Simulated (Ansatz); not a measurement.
Crystal: GdO.

```
CELL_PARAMETERS angstrom
0.00000 2.70000 2.70000
2.70000 0.00000 2.70000
2.70000 2.70000 0.00000
ATOMIC_POSITIONS crystal
Gd 0.00000 0.00000 0.00000
O 0.75000 0.75000 0.75000
```

Base run:

```yaml
Program: Ansatz 0.2.0
Functional: PBE0 form with a typed share of exact exchange
Potentials_or_basis: Ansatz PAW
Cutoff: "420 eV (not typed: the program's choice for these potentials)"
k_mesh: 5 × 5 × 5
Occupations: fermi-dirac, width 0.05 eV
Spin: collinear spin, ferromagnetic start
Starting_moments: "[7.0, 0.0] μB"
```

Its results: band gap on the k mesh 0.89 eV, indirect (least direct gap 3.06 eV); pressure -2.7 GPa; net moment 8.00 μB per cell; site moments Gd +7.04; O +0.05 μB.

**Question.** The run is repeated on the same cell with these changes: share of exact exchange from 0.35 to 0.1. What comes out?

**Answer.** Band gap on the k mesh none (metal or under the smearing width); pressure -1.4 GPa; net moment 7.98 μB per cell; site moments Gd +7.01; O +0.04 μB.

Caveats: some runs use coarse meshes; the magnetic or orbital state may not be the lowest; spin-orbit coupling is left out, which moves the levels of the heavy elements; a cell with one magnetic atom can't hold antiferromagnetic order, which such compounds often take; the PAW data sets come from PBE, with cores solved anew for the run's functional, which leaves a small shift of forces and pressure; the thresholds are loose for stress; odd divisions of the mesh miss points on the zone boundary, where band edges often lie, so the gap on the mesh can be too wide (some runs).

A k mesh can miss the band edges.
